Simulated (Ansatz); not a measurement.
**C₂H₆S₂Si: a ladder of functionals and wavefunction methods**

Aim: compute C₂H₆S₂Si with functionals from several rungs and with coupled cluster. The yardstick is the atomisation energy at the CCSD(T) limit.

Computed with Ansatz 0.2.0, Gaussian basis. Level: functionals in def2-TZVPP, the program's frozen cores in correlated methods.

Plan: PBE-D4, r2SCAN-D4, PBE0-D4, B3LYP-D4, ωB97X-V, ωB97M-V, B2PLYP; CCSD(T)/def2-TZVPP; MP2/def2-QZVPP; extrapolation to the limit.

### Step 1. The relaxed structure

An earlier PBE0-D4 in a triple-zeta def2 set relaxation fixed the geometry.

SMILES `C=C([SiH3])SS`, 11 atoms, charge 0, spin multiplicity 1.

Atoms are counted from 1 here; the program's logs count them from 0.

Bond lengths: C1–C2 1.335 Å, C1–H6 1.084 Å, C1–H7 1.087 Å, C2–Si3 1.875 Å, C2–S4 1.764 Å, Si3–H8 1.484 Å, Si3–H9 1.484 Å, Si3–H10 1.487 Å, S4–S5 2.037 Å, S5–H11 1.349 Å. Angles: C2–C1–H6 120.7°, C2–C1–H7 122.5°, H6–C1–H7 116.8°, C1–C2–Si3 121.3°, C1–C2–S4 117.9°, Si3–C2–S4 120.7°, C2–Si3–H8 111.2°, C2–Si3–H9 111.8°, C2–Si3–H10 105.6°, H8–Si3–H9 109.6°, H8–Si3–H10 109.9°, H9–Si3–H10 108.6°, C2–S4–S5 104.4°, S4–S5–H11 99.2°.

### Step 2. PBE-D4 (GGA)

Contents of in.yaml:

```yaml
crystal:
  periodic: [false, false, false]
  atoms:
    - {symbol: C, position_ang: [0.802549, 1.660896, -0.346568]}
    - {symbol: C, position_ang: [0.209731, 0.465784, -0.383357]}
    - {symbol: Si, position_ang: [0.586613, -0.848868, 0.899954]}
    - {symbol: S, position_ang: [-0.875252, 0.124706, -1.731350]}
    - {symbol: S, position_ang: [-1.983145, -1.464798, -1.101187]}
    - {symbol: H, position_ang: [1.537884, 1.891098, 0.416157]}
    - {symbol: H, position_ang: [0.590986, 2.439997, -1.074335]}
    - {symbol: H, position_ang: [0.956520, -2.134021, 0.257675]}
    - {symbol: H, position_ang: [-0.555745, -1.063336, 1.821878]}
    - {symbol: H, position_ang: [1.737186, -0.325643, 1.683514]}
    - {symbol: H, position_ang: [-2.942027, -0.802813, -0.421880]}
basis:
  gaussian: {orbitals: def2-TZVPP}
hamiltonian: {xc: pbe, dispersion: d4}
output: {forces: true, orbitals: {seedname: orbitals}}
```

Run with:

```sh
$ ansatz run in.yaml --threads 4 --pin off --events-out ev --progress --plain --max-ram 10444MiB
```

After this run come: r2SCAN-D4 (meta-GGA); PBE0-D4 (hybrid); B3LYP-D4 (hybrid); ωB97X-V (range-separated); ωB97M-V (range-separated); B2PLYP (double hybrid); CCSD(T) in def2-TZVPP; MP2 in def2-QZVPP.

Before running them: what should the planned runs give, taken together? Wanted: atomisation energy, CCSD(T)/CBS; farthest; mean size of error, hybrid; mean size of error, range-separated; gap, smallest and largest; T1 diagnostic; triples share of the correlation energy.

As calculated:

| quantity | value |
| --- | --- |
| atomisation energy, CCSD(T)/CBS | 38.903 eV |
| functionals within 0.195 eV (0.5 %) | PBE0-D4, B3LYP-D4 |
| farthest | PBE-D4 (+0.825 eV) |
| mean size of error, hybrid | 0.084 eV |
| mean size of error, range-separated | 0.223 eV |
| gap, smallest and largest | 3.79 eV (PBE-D4), 10.32 eV (ωB97X-V) |
| T1 diagnostic | 0.0129 |
| triples share of the correlation energy | 4.7 % |

**Reading.** PBE-D4 misses by +0.825 eV. Double hybrids carry the basis error of their MP2 part in triple zeta, and no dispersion term here, so their miss is partly the set-up's. Misses under about 0.195 eV are within the doubt on the reference itself, which lacks core-valence correlation, relativity and higher excitations. Hartree-Fock recovers 71 % of the binding; the rest is correlation. The gap grows from 3.8 to 10.3 eV across the functionals, mostly with the share of exact exchange.
